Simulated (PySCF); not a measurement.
# C4H4OSe: the cost of one run

Programs: PySCF 2.14.0, with routines of our own; each step states its level. All values are computed. Atoms count from 0.

### Step 1. The system as given

10 atoms, charge 0, multiplicity 1; geometry from: GFN2-xTB.

### Step 2. Magnetic properties: GIAO BHandHLYP/pcSseg-1

What the job is given:

```
{"job": {"kind": "mag", "xc": "BHandHLYP", "basis": "pcSseg-1", "isotopologues": 2}, "charge": 0, "multiplicity": 1}
O     -0.688541    -2.119426     0.277762
C     -0.576029    -0.935843     0.202843
C     -0.816516     0.235302     1.071590
C     -0.273803     1.085639     0.186288
C      0.011220     0.035058    -0.853169
Se     1.903854    -0.253055    -1.336392
H     -1.264492     0.344743     2.041488
H     -0.071377     2.140820     0.190317
H     -0.526826     0.117546    -1.798927
H      2.311392    -0.646130    -0.004328
```

Level: GIAO BHandHLYP/pcSseg-1 magnetisability, rotational g tensor and spin-rotation constants, non-relativistic, gas phase.

Launch:

```
$ OMP_NUM_THREADS=1 python excited_run.py task.json out
```

One launch serves the whole session: the jobs run in the order shown.

Q: Estimate the wall time and peak memory of this first job on 1 thread of Arm Neoverse N1, shared host.

About 32 s, with a peak of 0.69 GiB.
